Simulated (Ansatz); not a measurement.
## TaN, space group P-6m2: an all-electron equation of state, step by step

Computed with the Python package of Ansatz (0.2.0).

The cells in order, each with its output:

**Cell 1**
```python
import ansatz as az
from ase.eos import EquationOfState
from ase.units import GPa
import numpy as np
```

**Cell 2**
```python
VECTORS = np.array([
    [2.938, 0.0, 0.0],
    [-1.469, 2.54438, 0.0],
    [0.0, 0.0, 2.883],
])
SITES = [
    ('Ta', (1 / 3, 2 / 3, 0.5)),
    ('N', (0.0, 0.0, 0.0)),
]
```

**Cell 3**
```python
def crystal_on(cell):
    crystal = az.Crystal(lattice=az.Lattice.of(cell))
    for symbol, position in SITES:
        crystal = crystal.atom(symbol, position)
    return crystal
```

**Cell 4**
```python
volumes, energies = [], []
for scale in np.linspace(0.94, 1.06, 5):
    cell = VECTORS * scale ** (1 / 3)
    calc = (
        crystal_on(cell).calculation()
        .functional('lda')
        .occupations('fermi_dirac', width=0.05)
        .kpoints(11, 11, 10)
        .pseudopotentials('all_electron', lapw=True)
    )
    report = calc.run(threads=1, backend='cpu').report
    volumes.append(abs(np.linalg.det(cell)) / len(SITES))
    energies.append(report['free_energy_ev'] / len(SITES))
    print(f'{scale:.3f} {volumes[-1]:9.4f} A^3/atom {energies[-1]:16.5f} eV/atom  (estimated basis error {1000 * report["lapw_basis_errors"]["total_ev_per_atom"]:.2f} meV/atom)')
v0, e0, bulk = EquationOfState(volumes, energies, eos='birchmurnaghan').fit()
print(f'V0 = {v0:.4f} A^3/atom, B0 = {bulk / GPa:.1f} GPa')
```
Output:
```text
DeckWarning: crystal.lattice, of which some number shows no typed digit to judge by, misses the space group found at crystal.symmetry.tolerance 1.0e-5 by more than rounding, which is why this is a warning: the operation that it misses by the most changes a squared length by the fraction 1.79e-6, and from 1e-6 on that is taken for a strain and not for rounding. The run uses the lattice that is a [...]
0.940   10.1292 A^3/atom    -212901.22696 eV/atom  (estimated basis error 0.08 meV/atom)
0.970   10.4525 A^3/atom    -212901.23769 eV/atom  (estimated basis error 0.08 meV/atom)
1.000   10.7758 A^3/atom    -212901.22497 eV/atom  (estimated basis error 0.08 meV/atom)
1.030   11.0990 A^3/atom    -212901.19235 eV/atom  (estimated basis error 0.08 meV/atom)
1.060   11.4223 A^3/atom    -212901.14285 eV/atom  (estimated basis error 0.08 meV/atom)
V0 = 10.4306 A^3/atom, B0 = 379.2 GPa
```

A third-order Birch-Murnaghan fit through the 5 points has its minimum at 10.43 Å³ an atom, 3.2 % below the typed cell, with a bulk modulus of 379 GPa and dB/dP = 4.3. From that minimum the energy rises by 10.8 meV an atom on the compressed side and 94.9 meV on the expanded side. The window is off centre, so dB/dP is rough.

Caveats:
- All-electron totals depend on functional, relativistic treatment and basis; only differences at equal settings carry meaning.
- The run is spin-unpolarised.
- Shape and fractional positions are held along the curve, so the bulk modulus is an upper value where they are free to relax.
- The mesh is modest for a metal, so energies can be off by several to tens of meV an atom and pressures by half a GPa or more; differences at equal mesh fare better.
- Spin-orbit coupling, which matters for elements this heavy, is left out.
- The structure is a deposited one; some such entries were measured under pressure or heat, so a shift against it needn't be the functional's error alone.
- Warnings are shown shortened and without file and line.
- The whole script took 4.2 min on 1 thread of Arm Neoverse V1, with other jobs on the host, peak memory 0.54 GiB.
